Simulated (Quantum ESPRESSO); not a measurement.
# GaF (Pm-3m) in Quantum ESPRESSO: further runs, part 2 of 3

Quantum ESPRESSO 7.5. Earlier steps stand in the parts before.

## 3. Phonons, PBE, target pressure 5 GPa, at which the enthalpy is minimised

pw.in reads:

```
&CONTROL
  calculation = 'scf'
  prefix = 'pwscf'
  outdir = './tmp'
  pseudo_dir = './pseudo'
  tprnfor = .true.
  tstress = .true.
  disk_io = 'low'
/
&SYSTEM
  ibrav = 0
  nat = 2
  ntyp = 2
  ecutwfc = 56
  ecutrho = 448
  nbnd = 20
  occupations = 'smearing'
  smearing = 'fd'
  degauss = 0.00367493
/
&ELECTRONS
  conv_thr = 4d-10
  electron_maxstep = 120
  mixing_beta = 0.5
/
ATOMIC_SPECIES
Ga    69.7230 ga_pbe_v1.4.uspp.F.UPF
F     18.9984 f_pbe_v1.4.uspp.F.UPF
CELL_PARAMETERS angstrom
   3.1659200000    0.0000000000    0.0000000000
   0.0000000000    3.1659200000    0.0000000000
   0.0000000000    0.0000000000    3.1659200000
ATOMIC_POSITIONS angstrom
Ga     0.0000000000    0.0000000000    0.0000000000
F      1.5829600000    1.5829600000    1.5829600000
K_POINTS automatic
6 6 6 1 1 1
```

relax.in reads:

```
&CONTROL
  calculation = 'vc-relax'
  prefix = 'pwscf'
  outdir = './tmp'
  pseudo_dir = './pseudo'
  tprnfor = .true.
  tstress = .true.
  disk_io = 'low'
  nstep = 40
  forc_conv_thr = 0.0001
  etot_conv_thr = 1d-06
/
&SYSTEM
  ibrav = 0
  nat = 2
  ntyp = 2
  ecutwfc = 56
  ecutrho = 448
  nbnd = 20
  occupations = 'smearing'
  smearing = 'fd'
  degauss = 0.00367493
/
&ELECTRONS
  conv_thr = 4d-10
  electron_maxstep = 120
  mixing_beta = 0.5
/
&IONS
  ion_dynamics = 'bfgs'
/
&CELL
  cell_dynamics = 'bfgs'
  press = 50
  press_conv_thr = 0.2
/
ATOMIC_SPECIES
Ga    69.7230 ga_pbe_v1.4.uspp.F.UPF
F     18.9984 f_pbe_v1.4.uspp.F.UPF
CELL_PARAMETERS angstrom
   3.1659200000    0.0000000000    0.0000000000
   0.0000000000    3.1659200000    0.0000000000
   0.0000000000    0.0000000000    3.1659200000
ATOMIC_POSITIONS angstrom
Ga     0.0000000000    0.0000000000    0.0000000000
F      1.5829600000    1.5829600000    1.5829600000
K_POINTS automatic
6 6 6 1 1 1
```

scf2.in reads:

```
&CONTROL
  calculation = 'scf'
  prefix = 'pwscf'
  outdir = './tmp'
  pseudo_dir = './pseudo'
  tprnfor = .true.
  tstress = .true.
  disk_io = 'low'
/
&SYSTEM
  ibrav = 0
  nat = 2
  ntyp = 2
  ecutwfc = 56
  ecutrho = 448
  nbnd = 20
  occupations = 'fixed'
/
&ELECTRONS
  conv_thr = 1d-13
  electron_maxstep = 120
  mixing_beta = 0.5
  startingpot = 'file'
  startingwfc = 'file'
/
ATOMIC_SPECIES
Ga    69.7230 ga_pbe_v1.4.uspp.F.UPF
F     18.9984 f_pbe_v1.4.uspp.F.UPF
CELL_PARAMETERS angstrom
   3.0673319608    0.0000000000    0.0000000000
   0.0000000000    3.0673319608    0.0000000000
   0.0000000000    0.0000000000    3.0673319608
ATOMIC_POSITIONS angstrom
Ga     0.0000000000    0.0000000000    0.0000000000
F      1.5336659804    1.5336659804    1.5336659804
K_POINTS automatic
6 6 6 1 1 1
```

ph.in reads:

```
phonons of GaF
&INPUTPH
  prefix = 'pwscf'
  outdir = './tmp'
  tr2_ph = 1d-18
  fildyn = 'dyn'
  niter_ph = 90
  alpha_mix(1) = 0.7
  epsil = .true.
/
0.0000000000 0.0000000000 0.0000000000
```

dynmat.in reads:

```
&INPUT
  fildyn = 'dyn'
  asr = 'crystal'
  lperm = .true.
  filout = 'dynmat.disp'
  fileig = 'dynmat.eig'
/
```

dynmat_lo.in reads:

```
&INPUT
  fildyn = 'dyn'
  asr = 'crystal'
  filout = 'dynmat_lo.disp'
  fileig = 'dynmat_lo.eig'
  q(1) = 0
  q(2) = 0
  q(3) = 1
/
```

Potentials or basis: GBRV 1.5 PBE.

Command:

```sh
OMP_NUM_THREADS=1 pw.x -in pw.in > pw.out
OMP_NUM_THREADS=1 pw.x -in relax.in > relax.out
OMP_NUM_THREADS=1 pw.x -in scf2.in > scf2.out
OMP_NUM_THREADS=1 ph.x -in ph.in > ph.out
OMP_NUM_THREADS=1 dynmat.x -in dynmat.in > dynmat.out
OMP_NUM_THREADS=1 dynmat.x -in dynmat_lo.in > dynmat_lo.out
```

pw.out:

```text
This program is part of the open-source Quantum ESPRESSO suite
     for quantum simulation of materials; please cite
[... 9 lines left out ...]
     --------------------
     sticks:   dense  smooth     PW     G-vecs:    dense   smooth      PW
     Sum        1281     641    193                34457    12149    2007

     Using Slab Decomposition

     bravais-lattice index     =            0
     lattice parameter (alat)  =       5.9827  a.u.
     unit-cell volume          =     214.1393 (a.u.)^3
     number of atoms/cell      =            2
     number of atomic types    =            2
     number of electrons       =        26.00
     number of Kohn-Sham states=           20
     kinetic-energy cutoff     =      56.0000  Ry
     charge density cutoff     =     448.0000  Ry
     scf convergence threshold =      4.0E-10
     mixing beta               =       0.5000
[... 146 lines left out ...]

     End of self-consistent calculation

          k = 0.0833 0.0833 0.0833 (  1494 PWs)   bands (ev):

   -87.2125 -87.2125 -87.2125 -15.5380  -7.6321  -7.6321  -7.4856  -7.4849
    -7.4849   0.4868   3.1545   3.1545   3.6935  13.7425  13.7425  14.2497
    18.2438  18.2438  24.3970  26.4334
[... 51 lines left out ...]
   -87.2130 -87.2130 -87.2130 -15.2338  -7.5793  -7.5793  -7.5705  -7.4519
    -7.4519   2.4282   2.6568   2.6568   5.8166   9.3340   9.3340  10.4000
    18.4889  18.7890  18.7890  27.8476

     the Fermi energy is     6.8585 ev

!    total energy              =    -464.00239146 Ry
     estimated scf accuracy    <          8.9E-12 Ry
     smearing contrib. (-TS)   =      -0.00000000 Ry
     internal energy E=F+TS    =    -464.00239146 Ry

     The total energy is F=E-TS. E is the sum of the following terms:
     one-electron contribution =    -373.38049737 Ry
     hartree contribution      =     197.21017383 Ry
     xc contribution           =     -57.73496559 Ry
     ewald contribution        =    -230.09710232 Ry

     convergence has been achieved in  10 iterations

     Forces acting on atoms (cartesian axes, Ry/au):

     atom    1 type  1   force =     0.00000000    0.00000000    0.00000000
     atom    2 type  2   force =     0.00000000    0.00000000    0.00000000

     Total force =     0.000000     Total SCF correction =     0.000000

     Computing stress (Cartesian axis) and pressure

          total   stress  (Ry/bohr**3)                   (kbar)     P=       -2.16
  -0.00001468   0.00000000   0.00000000           -2.16        0.00        0.00
   0.00000000  -0.00001468   0.00000000            0.00       -2.16        0.00
   0.00000000   0.00000000  -0.00001468            0.00        0.00       -2.16

=------------------------------------------------------------------------------=
   JOB DONE.
=------------------------------------------------------------------------------=
```

scf2.out:

```text
This program is part of the open-source Quantum ESPRESSO suite
     for quantum simulation of materials; please cite
[... 9 lines left out ...]
     --------------------
     sticks:   dense  smooth     PW     G-vecs:    dense   smooth      PW
     Sum        1201     593    185                31343    11067    1863
[... 202 lines left out ...]
   0.00034415   0.00000000   0.00000000           50.63        0.00        0.00
   0.00000000   0.00034415   0.00000000            0.00       50.63        0.00
   0.00000000   0.00000000   0.00034415            0.00        0.00       50.63

=------------------------------------------------------------------------------=
   JOB DONE.
=------------------------------------------------------------------------------=
```

Run time: 2.2 min. Hardware: 1 thread of Intel Xeon Platinum 8488C (Sapphire Rapids), shared host; peak memory 0.17 GiB.

What came out:

* Free energy: -6313.0336 eV
* Relaxed volume: 14.43 Å³/atom
* Relaxed cell: a = 3.067 Å, b = 3.067 Å, c = 3.067 Å, α = 90.00°, β = 90.00°, γ = 90.00°
* Space group after relaxing (to 0.05 Å): Pm-3m (No. 221)
* Pressure after relaxing: 5.1 GPa
* Electronic dielectric tensor (diagonal): 6.92
* Born charges (mean of the diagonal): Ga +2.48; F -2.36 e
* Highest phonon frequency at Γ, LO-TO splitting left out: -3 cm⁻¹
* Most unstable mode: 118i cm⁻¹

The path:
| step | energy change (eV) | largest force (eV/Å) | pressure (GPa) | volume (Å³) |
| --- | --- | --- | --- | --- |
| 1 | 0.0000 | 0.0000 | -0.22 | 31.73 |
| 2 | 0.0021 | 0.0000 | 1.05 | 30.90 |
| 3 | 0.0182 | 0.0000 | 3.25 | 29.67 |
| 4 | 0.0421 | 0.0000 | 5.24 | 28.76 |
| 5 | 0.0388 | 0.0000 | 4.99 | 28.86 |
| 6 | 0.0389 | 0.0000 | 5.00 | 28.86 |

Final structure:
```cif
data_structure
_symmetry_space_group_name_H-M 'P 1'
_symmetry_Int_Tables_number 1
_cell_length_a 3.0673
_cell_length_b 3.0673
_cell_length_c 3.0673
_cell_angle_alpha 90.000
_cell_angle_beta 90.000
_cell_angle_gamma 90.000
_cell_volume 28.86
loop_
_atom_site_label
_atom_site_type_symbol
_atom_site_fract_x
_atom_site_fract_y
_atom_site_fract_z
_atom_site_occupancy
Ga1 Ga 0.00000 0.00000 0.00000 1
F1 F 0.50000 0.50000 0.50000 1
```

Levels at points of the mesh, in eV from the valence-band top:
```csv
k point,band 11,band 12,band 13,band 14,band 15,band 16
"(0.08, 0.08, 0.08)",-3.41,-3.41,-2.73,8.00,8.00,8.72
```

Phonon frequencies in cm⁻¹ (negative: imaginary):
| q point | frequencies |
| --- | --- |
| (0.000, 0.000, 0.000) | -118 -118 -118 -3 -3 -3 |

Electronic dielectric tensor:
```
6.92 0.00 0.00
0.00 6.92 0.00
0.00 0.00 6.92
```

Born effective charge tensors (e):
atom 1, Ga
```
2.48 0.00 0.00
0.00 2.48 0.00
0.00 0.00 2.48
```
atom 2, F
```
-2.36  0.00  0.00
 0.00 -2.36  0.00
 0.00  0.00 -2.36
```

Optical modes at Γ, degenerate ones joined, polar ones without the macroscopic field:
```csv
cm⁻¹,components,symmetry,active in,"IR intensity, summed ((D/Å)²/amu)"
118i,3,T1u,IR,27.12
```

Zone-centre frequencies without and with the macroscopic field along z (cm⁻¹):
```tsv
	optical modes in rising order
without	118i 118i 118i
with the field	118i 118i 288
```

Caveat: the mesh is thin for the dielectric tensor, Born charges and intensities, which usually come out too large; some modes are imaginary; the cell is more than 3 GPa from zero pressure, which shifts response properties; the Born charges break their sum rule by 0.12 e, a sign of too thin a mesh.

(Continued in part 3 of 3.)
